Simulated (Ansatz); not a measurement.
# NbAg3Te3: the cost of one run

Method: DFT PBE, scalar-relativistic, plane waves, PAW, unless a step names another level, in Ansatz 0.2.0.

20 further runs of the same task are left out: 6 that didn't finish, 14 set aside as unsound or not needed.

## 1. The formula and the candidates

Pauling electronegativities: Nb 1.60, Ag 1.93, Te 2.10 (spread 0.50). The formula balances with common oxidation states: Nb +3, Ag +1, Te -2, a formal count that means little at so small a spread. Tabulated atomic sizes suggest about 25 Å³/atom. 27 candidates were drawn, by swapping species into database cells of other compounds, at random by space group and Wyckoff sites, or by hand, as the table says:

```tsv
name	made from	space group no.	Wyckoff sites	atoms (primitive cell)	V (Å³/atom)
c01	database cell of Mg3BN3	47	Nb 1c; Ag 1a, 2t; Te 1f, 2q	7	21.6
c02	random	191	Nb 1b; Ag 2c, 1a; Te 3f	7	27.4
c03	random	8	Nb 2a; Ag 4b, 2a; Te 4b, 2a	7	28.2
c04	database cell of NbZn3Ga3	166	Nb 3a; Ag 9e; Te 9d	7	26.3
c05	database cell of La3GaBr3	221	Nb 1b; Ag 3d; Te 3c	7	27.1
c06	random	191	Nb 1b; Ag 3g; Te 2e, 1a	7	25.8
c07	random	12	Nb 2c; Ag 4h, 2d; Te 4i, 2b	7	32.0
c08	random	164	Nb 1a; Ag 2d, 1b; Te 3e	7	31.4
c09	random	187	Nb 1e; Ag 1f, 2h; Te 2g, 1c	7	28.6
c10	random	156	Nb 1a; Ag 3d; Te 3d	7	26.4
c11	random	166	Nb 3a; Ag 9e; Te 6c, 3b	7	28.2
c12	random	123	Nb 1b; Ag 2e, 1a; Te 2g, 1c	7	24.7
c13	random	65	Nb 2c; Ag 4e, 2d; Te 4i, 2b	7	31.5
c14	database cell of NbZn3Ga3	166	Nb 3a; Ag 9d; Te 9e	7	26.3
c15	random	191	Nb 1a; Ag 3f; Te 1b, 2c	7	29.2
c16	random	47	Nb 1b; Ag 2r, 1e; Te 1h, 2q	7	28.4
c17	random	166	Nb 3a; Ag 9d; Te 3b, 6c	7	31.0
c18	random	183	Nb 1a; Ag 2b, 1a; Te 1a, 2b	7	30.6
c19	random	191	Nb 1b; Ag 3f; Te 1a, 2c	7	29.9
c20	database cell of Ca3AsBr3	221	Nb 1a; Ag 3d; Te 3c	7	27.1
c21	database cell of La3GaBr3	221	Nb 1b; Ag 3c; Te 3d	7	27.9
c22	random	191	Nb 1a; Ag 3f; Te 2e, 1b	7	28.8
c23	random	191	Nb 1b; Ag 2d, 1a; Te 3g	7	26.7
c24	random	65	Nb 2a; Ag 4e, 2b; Te 4k, 2c	7	30.8
c25	random	189	Nb 1a; Ag 2d, 1b; Te 3f	7	31.7
c26	random	99	Nb 1b; Ag 2c, 1b; Te 1a, 2c	7	29.1
c27	database cell of Tl3AsSe3	160	Nb 3a; Ag 9b; Te 9b	7	25.1
```

## 2. Screening run of c02

File input.yaml:

```yaml
crystal:
  lattice:
    - [7.14709459, 0.0, 0.0]
    - [-3.57354729, 6.18956548, 0.0]
    - [0.0, 0.0, 4.32872804]
  atoms:
    - { symbol: Nb, position: [0.0, 0.0, 0.5] }
    - { symbol: Ag, position: [0.33333333, 0.66666667, 0.0] }
    - { symbol: Ag, position: [0.66666667, 0.33333333, 0.0] }
    - { symbol: Ag, position: [0.0, 0.0, 0.0] }
    - { symbol: Te, position: [0.5, 0.0, 0.0] }
    - { symbol: Te, position: [0.0, 0.5, 0.0] }
    - { symbol: Te, position: [0.5, 0.5, 0.0] }
basis:
  ecutwfc: 420
kpoints:
  mp_grid: { grid: [3, 3, 4] }
hamiltonian:
  xc: pbe
scf:
  occupations: { method: gaussian, width: 0.2 }
  lower_state_search: "off"
output:
  forces: true
  stress: true
  eigenvalues: true
relax:
  adjacent_minimum: "off"
  f_tol: 0.08
  max_steps: 16
  cell: { stress_tol: 0.8 }
```

Started as:

```bash
ansatz run input.yaml --threads 1 --pin off --max-ram 2560MiB --backend cpu --events-out ev --progress --plain --runs-dir out
```

**Question.** How long does this run take on 1 thread of AMD EPYC 7R43 (Zen 3), shared host, and how much memory does it need?

About 1.7 min, with a peak of 0.72 GiB.
